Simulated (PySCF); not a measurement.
# CoCl₂: quartet, from a linear start

The task is one start of a wider search on CoCl₂: the quartet, from a linear start. It is relaxed, tested by its Hessian and followed downhill if it is a saddle.

The runs use PySCF 2.14.0; PBE, basis Co def2-TZVP, Cl def2-TZVP, no relativity, density fitting.

### Step 1. Where the work starts

3 atoms, charge 0, spin multiplicity 4.

Bond lengths: Co1–Cl2 2.100 Å, Co1–Cl3 2.100 Å. Angles: Cl2–Co1–Cl3 180.0°.

Z-matrix (Å, degrees; charge 0 multiplicity 4):
```
Co
Cl 1 2.1000
Cl 1 2.1000 2 180.00
```

### Step 2. Finding the electronic state

The steps below are one call of a driver around PySCF. For each, scf.py gives the equivalent set-up of the SCF; relaxations use the driver's own optimiser. After this first run the driver tries any further starts and a stability analysis.

File scf.py:

```python
from pyscf import gto, scf, dft
mol = gto.M(atom='''
Co     0.000000     0.000000     0.000000
Cl     0.000000     0.000000     2.100000
Cl     0.000000     0.000000    -2.100000''',
    basis={'Co': 'def2-TZVP', 'Cl': 'def2-TZVP'},
    charge=0, spin=3)
mf = dft.UKS(mol, xc='PBE')
mf.grids.atom_grid = (50, 194)
aux = {'Co': 'def2-universal-JKFIT', 'Cl': 'def2-universal-JKFIT'}
mf = mf.density_fit(auxbasis=aux)
mf.conv_tol = 1e-08
mf.diis_space = 10
mf.max_cycle = 60
mf.init_guess = 'minao'
mf.verbose = 4
mf.kernel()
```

Launch:

```console
$ OMP_NUM_THREADS=4 python axn.py task.json out
```

Standard output, cut to the lines that bear on the results:

```text
[... the frontier levels of the middle cycles are left out ...]
init E= -2301.84423515992
[... the frontier-level lines of each cycle are left out ...]
cycle= 1 E= -2284.84655798658  delta_E=   17  |g|= 5.37  |ddm|= 5.54
cycle= 2 E= -2218.90123693513  delta_E= 65.9  |g|= 14.3  |ddm|= 12.1
cycle= 3 E= -2271.58783141822  delta_E= -52.7  |g|= 10.6  |ddm|= 7.34
cycle= 4 E= -2280.42803950882  delta_E= -8.84  |g|= 9.26  |ddm|= 2.14
cycle= 5 E= -2283.69419413548  delta_E= -3.27  |g|=  8.6  |ddm|= 0.746
cycle= 6 E= -2293.06873253374  delta_E= -9.37  |g|= 6.36  |ddm|= 2.99
cycle= 7 E= -2293.32237323324  delta_E= -0.254  |g|= 5.92  |ddm|= 0.809
cycle= 8 E= -2301.63829681501  delta_E= -8.32  |g|= 2.29  |ddm|= 3.01
cycle= 9 E= -2302.02390072152  delta_E= -0.386  |g|= 1.59  |ddm|= 0.953
cycle= 10 E= -2302.17919586218  delta_E= -0.155  |g|= 1.45  |ddm|= 0.405
cycle= 11 E= -2302.46048742837  delta_E= -0.281  |g|= 0.643  |ddm|= 1.27
cycle= 12 E= -2302.6408645574  delta_E= -0.18  |g|= 0.394  |ddm|= 1.24
cycle= 13 E= -2302.64493446117  delta_E= -0.00407  |g|= 0.386  |ddm|= 0.188
cycle= 14 E= -2302.6969655065  delta_E= -0.052  |g|= 0.0809  |ddm|=  0.6
[... 9 cycles left out ...]
cycle= 24 E= -2302.70030803243  delta_E= -1.92e-06  |g|= 0.000377  |ddm|= 0.00543
cycle= 25 E= -2302.70031062152  delta_E= -2.59e-06  |g|= 0.000376  |ddm|= 0.0061
cycle= 26 E= -2302.70031554987  delta_E= -4.93e-06  |g|= 0.000363  |ddm|= 0.0118
cycle= 27 E= -2302.70033612146  delta_E= -2.06e-05  |g|= 0.00082  |ddm|= 0.0674
cycle= 28 E= -2302.70033567306  delta_E= 4.48e-07  |g|= 0.000757  |ddm|= 0.00242
cycle= 29 E= -2302.70033621273  delta_E= -5.4e-07  |g|= 0.00077  |ddm|= 0.00275
cycle= 30 E= -2302.70034000055  delta_E= -3.79e-06  |g|= 0.00178  |ddm|= 0.0561
cycle= 31 E= -2302.70033640189  delta_E= 3.6e-06  |g|= 0.000274  |ddm|= 0.0564
cycle= 32 E= -2302.70034096681  delta_E= -4.56e-06  |g|= 0.000534  |ddm|= 0.0437
cycle= 33 E= -2302.70034088762  delta_E= 7.92e-08  |g|= 0.000621  |ddm|= 0.0099
cycle= 34 E= -2302.70034098779  delta_E= -1e-07  |g|= 0.000448  |ddm|= 0.00253
cycle= 35 E= -2302.70034088347  delta_E= 1.04e-07  |g|= 0.000587  |ddm|= 0.00308
cycle= 36 E= -2302.70034106537  delta_E= -1.82e-07  |g|= 0.000103  |ddm|= 0.00666
cycle= 37 E= -2302.70034106714  delta_E= -1.77e-09  |g|= 2.22e-05  |ddm|= 0.000538
Extra cycle  E= -2302.70034106728  delta_E= -1.41e-10  |g|= 1.24e-05  |ddm|= 3.34e-05
converged SCF energy = -2302.70034106728  <S^2> = 3.758534  2S+1 = 4.0042647
```

This step, with its further starts and checks, took 25 s on 4 threads of Arm Neoverse V1, shared host.

The starts that the driver tried:

```csv
start,energy (Eh)
the minimal-basis guess,-2302.700341
a thermally smeared density,-2302.700231
a smeared PBE density,-2302.700203
```

The test of internal stability and the other starts found no lower solution of this spin.

### Step 3. Relaxation: linear start, quartet

The program finds D∞h symmetry in the start, which this walk keeps.

scf.py, as its differences from that of step 2:

```diff
@@ -15 +14,0 @@
-mf.init_guess = 'minao'
```

Energy and gradient, step by step:

```csv
step,energy (Eh),change (kJ/mol),largest symmetric gradient (Eh/bohr)
0,-2302.700341,0.00,0.00664
1,-2302.700589,-0.65,0.00264
2,-2302.700633,-0.77,0.00015
3,-2302.700633,-0.77,0.00000
```

The walk took 6.8 s.

Positions (Å) and forces (eV/Å) along the way:

```
step 0
Co   0.000   0.000   0.000   0.000   0.000  -0.001
Cl   0.000   0.000   2.100   0.000   0.000  -0.341
Cl   0.000   0.000  -2.100   0.000   0.000   0.342
step 1
Co   0.000   0.000   0.000   0.000   0.000   0.000
Cl   0.000   0.000   2.086   0.000   0.000  -0.136
Cl   0.000   0.000  -2.086   0.000   0.000   0.136
step 2
Co   0.000   0.000   0.000   0.000   0.000   0.000
Cl   0.000   0.000   2.077   0.000   0.000   0.008
Cl   0.000   0.000  -2.077   0.000   0.000  -0.007
step 3
Co   0.000   0.000   0.000   0.000   0.000   0.000
Cl   0.000   0.000   2.077   0.000   0.000   0.000
Cl   0.000   0.000  -2.077   0.000   0.000   0.000
```

It settles in D∞h symmetry, 0.8 kJ/mol below the start, after 3 steps: Co–Cl 2.077 Å (×2); Cl–Co–Cl 180.0°.

### Step 4. Frequencies

On the finer grid the gradient is checked again; gradients at displacements of ±0.02 bohr then give force constants and infrared intensities.

scf.py, as its differences from that of step 3:

```diff
@@ -4,2 +4,2 @@
-Cl     0.000000     0.000000     2.100000
-Cl     0.000000     0.000000    -2.100000''',
+Cl     0.000000    -0.000000     2.077338
+Cl     0.000000     0.000000    -2.077338''',
@@ -9 +9 @@
-mf.grids.atom_grid = (50, 194)
+mf.grids.atom_grid = (75, 302)
@@ -12 +12 @@
-mf.conv_tol = 1e-08
+mf.conv_tol = 1e-10
```

The driver hands on the density of the step before, so the log starts near convergence.

SCF at the final geometry:

```text
init E= -2302.70050111524
[... the frontier-level lines of each cycle are left out ...]
cycle= 1 E= -2302.70050111523  delta_E= 9.55e-12  |g|= 5.86e-06  |ddm|= 3.39e-06
Extra cycle  E= -2302.70050111502  delta_E= 2.06e-10  |g|= 3e-05  |ddm|= 1.32e-05
converged SCF energy = -2302.70050111502  <S^2> = 3.7585639  2S+1 = 4.0042796
```

The whole step took 23 s.

Geometry: D∞h; Co–Cl 2.077 Å (×2); Cl–Co–Cl 180.0°.

Modes, for the most abundant isotopes:

| ω (cm⁻¹) | IR (km/mol) | μ (u) | type |
| --- | --- | --- | --- |
| 72 | 5.9 | 44.87 | bend |
| 72 | 5.9 | 44.87 | bend |
| 352 | 0.0 | 34.97 | stretch |
| 500 | 90.7 | 44.87 | stretch |

Every mode is real; the point is a minimum.

The SCF density has lower symmetry than the nuclear frame, so the modes carry no labels; pairs that should be degenerate can split.

Properties at this point:

```
Dipole moment                                                   : 0.00 D
Highest occupied level                                          : -6.58 eV
Lowest empty level                                              : -6.15 eV
Rotational constants                                            : 0.05586 cm⁻¹
Zero-point energy                                               : 6.0 kJ/mol
Principal polarisabilities                                      : 33.1, 33.1, 99.1 bohr³
Atomisation energy without zero-point energy                    : 844 kJ/mol
Principal traceless quadrupole moments about the centre of mass : -5.32, 2.66, 2.66 D Å
Entropy at 298.15 K and 1 bar (electronic part: spin only)      : 293.8 J/(mol K)
Heat capacity Cp at 298.15 K                                    : 57.4 J/(mol K)
Enthalpy at 298.15 K above 0 K                                  : 14.36 kJ/mol
Rotational symmetry number                                      : 2
Spin squared ⟨S²⟩                                               : 3.759
```

Charges (e) and bond orders:

```tsv
atom	Mulliken	Löwdin	polar tensor	spin (Mulliken)	Mayer order to Co1
Co1	0.55	-0.21	0.87	2.49	–
Cl2,3	-0.27	0.10	-0.43	0.26	1.22
```

Outer orbital energies (eV). α occupied: -9.80, -9.06, -8.67, -8.52, -8.52, -7.63, -7.57, -7.57; empty: -1.49, 0.31, 0.31, 2.12. β occupied: -10.56, -8.94, -8.76, -8.76, -8.23, -8.23, -7.37, -6.58; empty: -6.15, -5.69, -5.69, -1.14.

Mulliken populations on Co1: s 6.71, p 12.32, d 7.43, f 0.00.

### Step 5. Outcome

| quantity | value |
| --- | --- |
| minimum | quartet, D∞h |
| geometry | Co–Cl 2.077 Å (×2); Cl–Co–Cl 180.0° |
| wavenumbers (cm⁻¹) | 72, 72, 352, 500 |
| dipole moment | 0.00 D |
| highest occupied, lowest empty level (either spin) | -6.58, -6.15 eV |
| polar-tensor charge of Co1 | +0.87 e |
| zero-point energy | 6.0 kJ/mol |
| entropy at 298.15 K | 293.8 J/(mol K) |
| atomisation energy (no zero-point energy) | 844 kJ/mol |
| ⟨S²⟩ | 3.759 |

What this shows: The linear start keeps its D∞h symmetry and ends in a minimum. The strongest infrared band lies at 500 cm⁻¹ (stretch). Co1 has a polar-tensor charge of +0.9 e (a dipole derivative, not a static charge), yet symmetry cancels the bond dipoles. Most of the spin sits on Co1 (Mulliken spin 2.49, against 3 for the whole molecule). Other starts or spin states, not run here, may lie lower. The SCF density has lower symmetry than the nuclear frame. One determinant may miss the lowest occupation of an open d or f shell.

The search up to here took 55 s.
